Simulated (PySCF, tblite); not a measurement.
# C3H13NO2Si2: geometry, infrared bands and NMR shifts

Wanted: the infrared bands and NMR shifts of C3H13NO2Si2 (`CO[C@@H](C)[Si@@H](N)O[SiH3]`), by calculation.

Computed with tblite 0.8.0 and PySCF 2.14.0, with density-fitted response routines of our own, on a single molecule in the gas phase. Atoms are numbered from 0 throughout.

**1. The starting structure**

21 atoms, charge 0, multiplicity 1; geometry from: force field or distance geometry start.

Bonds of the start (Å): C0–O1 1.37, O1–C2 1.37, C2–C3 1.53, C2–Si4 1.84, Si4–N5 1.76, Si4–O6 1.72, O6–Si7 1.74, C0–H8 1.12, C0–H9 1.11, C0–H10 1.12, C2–H11 1.12, C3–H12 1.12, C3–H13 1.10, C3–H14 1.10, Si4–H15 1.49, N5–H16 1.03, N5–H17 1.06, Si7–H18 1.46, Si7–H19 1.47, Si7–H20 1.48.

**2. Optimising the geometry with GFN2-xTB**

The job: settings as JSON, then the geometry in Å.

```
{"job": {"kind": "relax", "xc": "GFN2-xTB", "basis": "xTB"}, "charge": 0, "multiplicity": 1}
C     -2.598900    -1.441900    -0.106700
O     -1.902600    -0.381400     0.418600
C     -1.024700     0.241000    -0.424900
C     -1.309500     1.731800    -0.595300
Si     0.679400     0.105000     0.264600
N      0.756000    -0.512000     1.914700
O      1.737600    -0.854600    -0.688400
Si     3.333100    -0.297700    -0.263000
H     -1.913700    -2.242200    -0.473900
H     -3.250900    -1.157100    -0.958600
H     -3.196100    -1.916500     0.710900
H     -1.062700    -0.227500    -1.444800
H     -0.620700     2.284900     0.087300
H     -1.015900     1.976700    -1.629600
H     -2.328900     2.041600    -0.324000
H      1.284600     1.466400     0.289200
H     -0.174200    -0.669400     2.322500
H      1.306300     0.146300     2.533000
H      4.265700    -1.404100    -0.072900
H      3.226400     0.436400     1.008500
H      3.800900     0.691200    -1.258100
```

Run with:

```bash
$ OMP_NUM_THREADS=1 python probes_run.py task.json out
```

The driver reads the jobs from task.json and runs them one after another.

**Question.** This job is followed by: GFN2-xTB harmonic vibrations, gas phase; GIAO PBE0/pcSseg-1 NMR shielding, non-relativistic, gas phase. What will the session give for the following? strongest single infrared mode (GFN2-xTB); zero-point energy (GFN2-xTB); 13C shifts against TMS (PBE0/pcSseg-1); 1H shifts against TMS (PBE0/pcSseg-1, means over atoms taken as alike); 17O shifts against H2O (PBE0/pcSseg-1); 29Si shifts against TMS (PBE0/pcSseg-1); 15N shifts against NH3 (PBE0/pcSseg-1).

The runs gave:

| quantity | value |
| --- | --- |
| strongest single infrared mode (GFN2-xTB) | 1106 cm⁻¹, 768 km/mol |
| zero-point energy (GFN2-xTB) | 99.2 kcal/mol |
| 13C shifts against TMS (PBE0/pcSseg-1) | 74.7, 59.6, 14.0 ppm |
| 1H shifts against TMS (PBE0/pcSseg-1, means over atoms taken as alike) | 5.17, 4.94, 3.50, 3.00, 1.30, 0.78 ppm |
| 17O shifts against H2O (PBE0/pcSseg-1) | 28.5, 19.7 ppm |
| 29Si shifts against TMS (PBE0/pcSseg-1) | -29.0, -46.5 ppm |
| 15N shifts against NH3 (PBE0/pcSseg-1) | 24.7 ppm |

What this shows: Over 221 steps the energy fell by 1.591 eV; of the close pairs, O6–Si7 changed most, 1.743 to 1.616 Å. No mode is imaginary among the 57: a minimum at this level. The strongest single mode, at 1106 cm⁻¹, moves mainly O6. GFN2-xTB is a fitted tight-binding method: band positions and strengths are rough. Its intensities can rank the bands wrongly. At PBE0/pcSseg-1: The widest tensor belongs to Si7: span 106 ppm, with a paramagnetic part of -485 ppm.
